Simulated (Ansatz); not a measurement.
# TaBiTe4: the cost of one run

Computed with Ansatz 0.2.0 (DFT PBE, scalar-relativistic, plane waves, PAW, unless a step's input says otherwise).

### 1 The starting structure

The structure is orthorhombic, space group Cmmm (No. 65). Conventional cell: a = 10.050 Å, b = 10.050 Å, c = 4.619 Å, α = 90.00°, β = 90.00°, γ = 90.00°. Ta (site symmetry mmm) is surrounded by 6 Te at 3.03 to 3.07 Å. Bi (site symmetry mmm) is surrounded by 6 Te at 3.03 to 3.07 Å. Te (site symmetry 2mm) is surrounded by 2 Ta at 3.03 Å and 1 Bi at 3.07 Å. Te (site symmetry m2m) has 2 Bi at 3.03 Å and 1 Ta at 3.07 Å in its first shell of neighbours.

As a file:

```cif
data_structure
_symmetry_space_group_name_H-M 'Cmmm'
_symmetry_Int_Tables_number 65
_cell_length_a 10.0502
_cell_length_b 10.0502
_cell_length_c 4.6193
_cell_angle_alpha 90.000
_cell_angle_beta 90.000
_cell_angle_gamma 90.000
_cell_volume 466.57
loop_
_atom_site_label
_atom_site_type_symbol
_atom_site_symmetry_multiplicity
_atom_site_Wyckoff_symbol
_atom_site_fract_x
_atom_site_fract_y
_atom_site_fract_z
_atom_site_occupancy
Ta1 Ta 2 c 0.00000 0.50000 0.50000 1
Bi1 Bi 2 a 0.00000 0.00000 0.00000 1
Te1 Te 4 g 0.19500 0.50000 0.00000 1
Te2 Te 4 j 0.00000 0.80500 0.50000 1
```

Recipe of the guess: ordered mixture on the cation sites of rutile (Cmmm, No. 65). Its size is a rough estimate.

### 2 The guess as it stands, on a coarse mesh

File input.yaml:

```yaml
crystal:
  lattice:
    - [5.02509491, -5.02509491, 0.0]
    - [5.02509491, 5.02509491, 0.0]
    - [0.0, 0.0, 4.6192623]
  atoms:
    - { symbol: Ta, position: [0.5, 0.5, 0.5] }
    - { symbol: Bi, position: [0.0, 0.0, 0.0] }
    - { symbol: Te, position: [0.695, 0.305, 0.0] }
    - { symbol: Te, position: [0.305, 0.695, 0.0] }
    - { symbol: Te, position: [0.805, 0.805, 0.5] }
    - { symbol: Te, position: [0.195, 0.195, 0.5] }
basis:
  ecutwfc: 420
kpoints:
  mp_grid: { grid: [4, 4, 4] }
hamiltonian:
  xc: pbe
scf:
  occupations: { method: gaussian, width: 0.1 }
  lower_state_search: "off"
output:
  forces: true
  stress: true
  eigenvalues: true
```

Started as:

```sh
$ ansatz run input.yaml --threads 1 --pin off --max-ram 2560MiB --backend cpu --events-out ev --progress --plain --runs-dir out
```

What time and memory should one allow on 1 thread of AMD EPYC (Zen 3), shared host?

About 31 s, with a peak of 0.6 GiB.
